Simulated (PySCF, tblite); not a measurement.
# C₈H₂₁ClSSi₂: geometry, infrared bands, NMR shifts and electronic excitations, part 2 of 2

tblite 0.8.0 and PySCF 2.14.0. Atoms count from 0.

### Step 6. Excited states and response: CAM-B3LYP/def2-SVPD

The job: settings as JSON, then the geometry in Å.

```
{"job": {"kind": "uv", "xc": "CAM-B3LYP", "basis": "def2-SVPD", "ip": false}, "charge": 0, "multiplicity": 1}
C     -5.230764     1.539834     0.798450
C     -4.152854     0.493152     0.566328
C     -2.745311     1.075824     0.550910
C     -1.678325     0.019312     0.322389
S     -0.011975     0.782544     0.325740
Si     1.248435    -0.934977    -0.001827
C      1.083276    -2.197739     1.383981
C      0.893600    -1.755789    -1.658221
Si     3.403789    -0.034373    -0.016738
C      3.684047     1.165818    -1.426351
C      3.904788     0.711512     1.625872
Cl     4.608413    -1.731542    -0.355242
H     -5.088353     2.052597     1.763110
H     -6.235571     1.091372     0.804655
H     -5.214448     2.310574     0.011376
H     -4.215049    -0.284397     1.348275
H     -4.340678    -0.027233    -0.389640
H     -2.667331     1.845070    -0.237142
H     -2.543657     1.594262     1.504379
H     -1.724329    -0.747507     1.112133
H     -1.840627    -0.483769    -0.644254
H      1.859658    -2.970429     1.263644
H      1.213459    -1.723196     2.368095
H      0.100744    -2.694699     1.363179
H     -0.087717    -2.255570    -1.662007
H      1.666001    -2.515909    -1.858894
H      0.911164    -1.017088    -2.473772
H      3.007591     2.028468    -1.312741
H      3.474051     0.691107    -2.396238
H      4.722806     1.531172    -1.434480
H      3.817944    -0.027610     2.436196
H      3.242148     1.560059     1.861821
H      4.944275     1.073379     1.595274
```

Method: TDDFT CAM-B3LYP/def2-SVPD, vertical, gas phase, core orbitals frozen in the response.

Output:

```text
coarse grid: 28208 points
cycle   1  E = -1753.8874610613  dE =  8.151e-01  |g| = 5.420e-01  |ddm| = 8.567e+00
cycle   2  E = -1753.9241082046  dE = -3.665e-02  |g| = 4.357e-01  |ddm| = 1.842e+00
cycle   3  E = -1753.9734957608  dE = -4.939e-02  |g| = 3.835e-02  |ddm| = 8.367e-01
cycle   4  E = -1753.9739335157  dE = -4.378e-04  |g| = 1.741e-02  |ddm| = 1.694e-01
cycle   5  E = -1753.9740286907  dE = -9.518e-05  |g| = 3.163e-03  |ddm| = 4.605e-02
cycle   6  E = -1753.9740315395  dE = -2.849e-06  |g| = 1.363e-03  |ddm| = 1.138e-02
final grid: 249824 points
cycle   7  E = -1754.1957542983  dE = -5.889e-05  |g| = 4.839e-03  |ddm| = 1.240e-01
cycle   8  E = -1754.1957556876  dE = -1.389e-06  |g| = 4.378e-03  |ddm| = 2.008e-02
cycle   9  E = -1754.1957606394  dE = -4.952e-06  |g| = 1.971e-04  |ddm| = 7.309e-03
cycle  10  E = -1754.1957606500  dE = -1.054e-08  |g| = 1.289e-04  |ddm| = 1.051e-03
cycle  11  E = -1754.1957606549  dE = -4.866e-09  |g| = 2.030e-05  |ddm| = 3.517e-04
cycle  12  E = -1754.1957606550  dE = -1.487e-10  |g| = 8.841e-06  |ddm| = 7.661e-05
converged SCF energy = -1754.1957606550

Static polarisability (au): isotropic 189.331, principal 163.430 173.825 230.736

Singlet excitations
state   eV       nm        f      main configurations
  1   5.6067    221.1   0.00143   H->L 0.54, H->L+1 0.17, H->L+5 0.11
  2   6.2819    197.4   0.03000   H->L+1 0.45, H->L+2 0.20, H->L+5 0.20
  3   6.4839    191.2   0.10843   H-1->L 0.55, H-1->L+1 0.16, H-1->L+2 0.13
  4   6.7262    184.3   0.01059   H->L 0.33, H->L+8 0.26, H->L+5 0.17
  5   6.7681    183.2   0.02469   H->L+3 0.87
  6   6.9418    178.6   0.00521   H->L+2 0.37, H->L+4 0.19, H->L+1 0.16
  7   7.1216    174.1   0.07360   H-1->L+3 0.79, H-1->L+7 0.09
  8   7.2156    171.8   0.01400   H-1->L+1 0.72, H-1->L 0.18
  9   7.2388    171.3   0.00112   H->L+4 0.49, H->L+2 0.17, H->L+8 0.10
 10   7.2823    170.3   0.01040   H->L+7 0.39, H-2->L 0.32, H-2->L+1 0.10

Triplet excitations (Tamm-Dancoff, eV): 5.1663 5.7403 5.9764 6.3281
```

Run time: 3.1 min. Hardware: 2 threads of AMD EPYC 9R14, shared host; peak memory 4 GiB.

Frontier orbitals and where they lie:

```csv
orbital,eV,atoms
HOMO−3,-9.78,"Cl11 48 %, C9 14 %, C10 14 %"
HOMO−2,-9.55,"S4 55 %, Si5 13 %, C3 9 %"
HOMO−1,-8.61,"Si5 23 %, Si8 22 %, Cl11 17 %"
HOMO,-8.00,"S4 69 %, C3 10 %, Si5 7 %"
LUMO,0.87,"S4 15 %, Cl11 13 %, Si8 9 %"
LUMO+1,1.08,"S4 22 %, Si8 9 %, C10 9 %"
LUMO+2,1.31,"Cl11 16 %, S4 11 %, C0 10 %"
```

With each of the 10 states as a Gaussian band of 0.4 eV half-width at 1/e, the curve within the window shown has maxima at 190 nm (ε 6,700) L/(mol cm). Beyond the last state computed it falls off for lack of states. The curve at chosen wavelengths:

nm, ε (L/mol/cm) and a bar:
```
      164       1336 ######
      167       2474 ###########
      171       4088 ###################
      174       4950 ######################
      177       5431 #########################
      181       5832 ##########################
      184       6186 ############################
      188       6613 ##############################
      191       6615 ##############################
      194       6173 ############################
      198       4973 #######################
      201       3850 #################
      204       2763 #############
      208       1600 #######
      211        995 ####
      214        597 ###
      218        297 #
      221        181 #
      224        116 #
      228         71 
      231         51 
      235         34 
      238         24 
      241         17 
      245         10 
      248          6
```

Leading natural transition orbitals of singlet state 3: the hole lies on Si5, Si8 about 25 % each; Cl11 16 %; the particle on Si8 28 %; Cl11 17 %; Si5 11 %.

Leading natural transition orbitals of singlet state 1: the hole lies on S4 79 %; the particle on S4 31 %; C3 15 %; Si5, Si8 about 8 % each.

Further results of this job:

```
           property  computed
  dipole moment (D)      2.18
polarisability (Å³)     28.06
 HOMO–LUMO gap (eV)      8.88
      −ε(HOMO) (eV)      8.00
```

### Step 7. NMR shieldings: WP04/pcSseg-1

Settings changed since step 6:

```diff
@@ -1,2 +1,2 @@
-{"job": {"kind": "uv", "xc": "CAM-B3LYP", "basis": "def2-SVPD", "ip": false}, "charge": 0, "multiplicity": 1}
+{"job": {"kind": "nmr", "xc": "WP04", "basis": "pcSseg-1", "pop": false}, "charge": 0, "multiplicity": 1}
 C     -5.230764     1.539834     0.798450
```

Level: GIAO WP04/pcSseg-1 NMR shielding, non-relativistic, gas phase.

Output:

```text
coarse grid: 28208 points
cycle   1  E = -1777.6005404509  dE =  4.624e-01  |g| = 1.141e+00  |ddm| = 5.179e+00
cycle   2  E = -1777.4343118956  dE =  1.662e-01  |g| = 1.355e+00  |ddm| = 2.178e+00
cycle   3  E = -1777.9166374548  dE = -4.823e-01  |g| = 1.360e-01  |ddm| = 1.287e+00
cycle   4  E = -1777.9207877574  dE = -4.150e-03  |g| = 4.882e-02  |ddm| = 2.320e-01
cycle   5  E = -1777.9213889240  dE = -6.012e-04  |g| = 1.759e-02  |ddm| = 7.101e-02
cycle   6  E = -1777.9214632154  dE = -7.429e-05  |g| = 3.558e-03  |ddm| = 1.791e-02
cycle   7  E = -1777.9214661958  dE = -2.980e-06  |g| = 7.178e-04  |ddm| = 4.182e-03
final grid: 249824 points
cycle   8  E = -1778.0170967394  dE = -9.614e-05  |g| = 1.243e-02  |ddm| = 4.842e-02
cycle   9  E = -1778.0170648292  dE =  3.191e-05  |g| = 1.658e-02  |ddm| = 2.382e-02
cycle  10  E = -1778.0171362791  dE = -7.145e-05  |g| = 1.288e-03  |ddm| = 1.441e-02
cycle  11  E = -1778.0171366721  dE = -3.931e-07  |g| = 4.502e-04  |ddm| = 2.168e-03
cycle  12  E = -1778.0171367215  dE = -4.932e-08  |g| = 1.203e-04  |ddm| = 5.387e-04
cycle  13  E = -1778.0171367247  dE = -3.270e-09  |g| = 3.388e-05  |ddm| = 1.616e-04
cycle  14  E = -1778.0171367250  dE = -2.674e-10  |g| = 6.235e-06  |ddm| = 4.603e-05
converged SCF energy = -1778.0171367250

GIAO shielding tensors (ppm)
atom      isotropic    diamagn.    paramagn.     s11        s22        s33       span
  0 C      154.605     239.543     -84.939    143.581    147.930    172.303     28.722
  1 C      143.775     248.502    -104.727    130.840    141.026    159.459     28.619
  2 C      134.947     254.520    -119.572    112.630    129.976    162.236     49.605
  3 C      137.603     262.286    -124.683    115.033    139.345    158.430     43.397
  4 S      583.216    1072.907    -489.691    485.534    497.415    766.700    281.166
  5 Si     331.952     890.324    -558.372    280.654    353.979    361.223     80.569
  6 C      173.571     259.634     -86.063    162.455    174.781    183.477     21.022
  7 C      173.423     260.316     -86.894    162.329    174.714    183.224     20.895
  8 Si     302.794     884.981    -582.186    271.835    304.140    332.408     60.573
  9 C      169.463     257.462     -87.999    161.127    170.973    176.288     15.160
 10 C      169.479     256.796     -87.318    161.147    170.954    176.336     15.189
 11 Cl     952.911    1152.723    -199.812    882.563    954.450   1021.720    139.157
 12 H       30.648      25.718       4.930     26.606     29.232     36.106      9.500
 13 H       30.440      20.560       9.880     26.130     27.691     37.500     11.369
 14 H       30.647      26.214       4.432     26.605     29.221     36.115      9.510
 15 H       30.466      32.024      -1.558     25.439     31.488     34.472      9.033
 16 H       30.459      32.611      -2.152     25.441     31.456     34.481      9.040
 17 H       30.270      37.630      -7.360     25.117     32.030     33.663      8.547
 18 H       30.285      37.112      -6.827     25.109     32.072     33.673      8.564
 19 H       29.480      40.873     -11.393     22.598     31.880     33.961     11.363
 20 H       29.465      41.488     -12.023     22.611     31.843     33.940     11.329
 21 H       31.068      31.542      -0.474     26.291     29.962     36.951     10.661
 22 H       31.411      35.772      -4.361     28.186     28.913     37.134      8.948
 23 H       31.052      36.255      -5.203     26.533     29.867     36.755     10.222
 24 H       31.055      36.678      -5.623     26.537     29.862     36.766     10.229
 25 H       31.053      32.041      -0.988     26.261     29.980     36.917     10.656
 26 H       31.407      36.876      -5.469     28.180     28.954     37.087      8.907
 27 H       31.298      36.969      -5.671     26.757     30.250     36.887     10.130
 28 H       31.082      33.368      -2.286     27.334     29.734     36.178      8.844
 29 H       30.992      25.498       5.494     26.842     28.437     37.697     10.854
 30 H       31.080      32.258      -1.178     27.327     29.719     36.194      8.867
 31 H       31.298      36.417      -5.119     26.778     30.206     36.910     10.132
 32 H       30.990      25.055       5.936     26.842     28.442     37.687     10.845
```

Run time: 65 s. Hardware: 2 threads of AMD EPYC 9R14, shared host; peak memory 2.9 GiB.

This run: δ C2 37.5, C3 34.8, C1 28.7, C0 17.8, H19 2.09, H17 1.29 ppm (means over like atoms).

### Step 8. Run by run: NMR shifts

Shifts (ppm) of some atoms, chosen among heavy atoms and hydrogens apart, means over like atoms, with basis size and wall time:

```
          run    C3   H19   H15    S4   Si8   Si5  Cl11  functions  time
PBE0/pcSseg-1  31.4  2.17  1.16  -145  32.8  -1.5   -19        337  91 s
WP04/pcSseg-1  34.8  2.09  1.10  -121  35.9   6.7   -52        337  65 s
     measured     –     –     –     –  20.2  -2.7     –          –     –
```

Measured: solution; U. Herzog, Habilitationsschrift, TU Bergakademie Freiberg, 2002/2003.

### Step 9. Outcome

This closing draws on all 2 parts.

| quantity | value |
| --- | --- |
| strongest single infrared mode (GFN2-xTB) | 818 cm⁻¹, 334 km/mol |
| zero-point energy (GFN2-xTB) | 171.1 kcal/mol |
| point group | Cs |
| rotational constants (main isotopes) | 1.15, 0.21, 0.20 GHz |
| 13C shifts against TMS (PBE0/pcSseg-1, means over atoms taken as alike) | 37.2, 31.4, 26.8, 16.3, 2.5, -2.5 ppm |
| 1H shifts against TMS (PBE0/pcSseg-1, means over atoms taken as alike) | 2.17, 1.34, 1.16, 1.03, 0.46, 0.39 ppm |
| 33S shifts against CS2 (PBE0/pcSseg-1) | -145 ppm |
| 29Si shifts against TMS (PBE0/pcSseg-1) | 32.8, -1.5 ppm |
| 35Cl shifts against HCl (PBE0/pcSseg-1) | -19 ppm |
| measured, and computed on the same scale | Si5 δ -2.7, -1.5; Si8 δ 20.2, 32.8 ppm |
| potential on the surface of density 0.002 e/bohr³, 1st and 99th percentile | -0.91 V and 0.82 V |
| lowest singlet (CAM-B3LYP/def2-SVPD) | 5.61 eV (221 nm), f = 0.001 |
| brightest single state of those computed | state 3, 6.48 eV, f = 0.108 |
| lowest triplet | 5.17 eV |
| range of the shift of Cl11 | -52 to -19 ppm |

What this shows: Over 40 steps the energy fell by 0.037 eV; of the close pairs, C1–H15 changed most, 1.111 to 1.093 Å (GFN2-xTB). No mode is imaginary among the 93: a minimum at this level. The strongest single mode, at 818 cm⁻¹, is spread over many atoms; the largest shares are those of H24, H23. GFN2-xTB is a fitted tight-binding method: band positions and strengths are rough. Its intensities can rank the bands wrongly. The start of the PBE0/def2-SVP relaxation was shaken at random by about 0.01 Å, so part of the energy gained, and of the first lengths quoted, undoes that. Relaxing lowered the energy by 0.313 eV in 7 steps; the close pair that moved most is C7–H26, from 1.057 to 1.101 Å (PBE0/def2-SVP). At PBE0/pcSseg-1: The widest tensor belongs to S4: span 244 ppm, with a paramagnetic part of -425 ppm. 2 measured 29Si shifts can be compared: mean absolute error 6.9 ppm, mean signed error +6.9 ppm. Vibration, temperature and solvent are missing from the calculation, and it holds one conformer, so part of the miss against the measured shifts is not the functional's. In ppm, Cl11 moves most: its shift spreads over 33 ppm, from -52 (WP04/pcSseg-1) to -19 (PBE0/pcSseg-1). Most of that comes from the computed reference, not from the atom's own shielding. These values are for one conformer; the search (at its own cheap level) found 2 more, at 0.69, 3.71 kcal/mol, and measured spectra average over such forms.
